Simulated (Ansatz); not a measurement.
# Sc5AlN6: the cost of one run

Method: DFT PBE, scalar-relativistic, plane waves, PAW, in Ansatz 0.2.0.

1 further run of the same task is left out (it didn't finish). Runs told in other sessions of the task aren't counted.

### Step 1. The starting structure

It takes space group P4/mmm (No. 123, tetragonal). The conventional cell has a = 3.160 Å, b = 3.160 Å, c = 13.294 Å, α = 90.00°, β = 90.00°, γ = 90.00°. Sc (site symmetry 4mm) is surrounded by 6 N at 2.11 to 2.28 Å. Sc (site symmetry 4mm) has 6 N at 2.23 to 2.31 Å in its first shell of neighbours. Sc (site symmetry 4/mmm) is surrounded by 6 N at 2.23 to 2.26 Å. Around Al (site symmetry 4/mmm) lie 6 N at 2.07 to 2.23 Å. N (site symmetry 4/mmm) is surrounded by 2 Sc at 2.11 Å and 4 Al at 2.23 Å. N (site symmetry 4mm) has 1 Al at 2.07 Å and 5 Sc at 2.24 to 2.31 Å in its first shell of neighbours. Around N (site symmetry 4mm) lie 6 Sc at 2.23 to 2.28 Å. Around N (site symmetry 4/mmm) lie 6 Sc at 2.23 to 2.27 Å.

Structure file:

```cif
data_structure
_symmetry_space_group_name_H-M 'P 1'
_symmetry_Int_Tables_number 1
_cell_length_a 3.1605
_cell_length_b 3.1605
_cell_length_c 13.2943
_cell_angle_alpha 90.000
_cell_angle_beta 90.000
_cell_angle_gamma 90.000
_cell_volume 132.79
loop_
_atom_site_label
_atom_site_type_symbol
_atom_site_fract_x
_atom_site_fract_y
_atom_site_fract_z
_atom_site_occupancy
Sc1 Sc 0.00000 0.00000 0.65877 1
Sc2 Sc 0.00000 0.00000 0.34123 1
Sc3 Sc 0.50000 0.50000 0.17060 1
Sc4 Sc 0.00000 0.00000 0.00000 1
Sc5 Sc 0.50000 0.50000 0.82940 1
Al1 Al 0.50000 0.50000 0.50000 1
N1 N 0.00000 0.00000 0.50000 1
N2 N 0.50000 0.50000 0.34409 1
N3 N 0.00000 0.00000 0.16994 1
N4 N 0.50000 0.50000 0.00000 1
N5 N 0.00000 0.00000 0.83006 1
N6 N 0.50000 0.50000 0.65590 1
```

The start is the relaxed end of an invented cell (made as: elements ordered on the sites of the ScN type, Al/Sc on Sc (P4/mmm, No. 123)), taken up again for a closer look.

### Step 2. The guess as it stands, on a coarse mesh

File input.yaml:

```yaml
crystal:
  lattice:
    - [3.1604587, 0.0, 0.0]
    - [0.0, 3.1604587, 0.0]
    - [0.0, 0.0, 13.2943238]
  atoms:
    - { symbol: Sc, position: [0.0, 0.0, 0.658773] }
    - { symbol: Sc, position: [0.0, 0.0, 0.341227] }
    - { symbol: Sc, position: [0.5, 0.5, 0.170602] }
    - { symbol: Sc, position: [0.0, 0.0, 0.0] }
    - { symbol: Sc, position: [0.5, 0.5, 0.829398] }
    - { symbol: Al, position: [0.5, 0.5, 0.5] }
    - { symbol: "N", position: [0.0, 0.0, 0.5] }
    - { symbol: "N", position: [0.5, 0.5, 0.344095] }
    - { symbol: "N", position: [0.0, 0.0, 0.16994] }
    - { symbol: "N", position: [0.5, 0.5, 0.0] }
    - { symbol: "N", position: [0.0, 0.0, 0.83006] }
    - { symbol: "N", position: [0.5, 0.5, 0.655905] }
basis:
  ecutwfc: 420
kpoints:
  mp_grid: { grid: [6, 6, 2] }
hamiltonian:
  xc: pbe
scf:
  occupations: { method: gaussian, width: 0.1 }
  lower_state_search: "off"
output:
  forces: true
  stress: true
  eigenvalues: true
```

Started as:

```
> ansatz run input.yaml --threads 4 --pin off --max-ram 8192MiB --backend cpu --events-out ev --progress --plain --runs-dir out
```

**Question.** How long does this run take on 4 threads of Arm Neoverse V2, shared host, and how much memory does it need?

About 4.3 s, with a peak of 0.55 GiB.
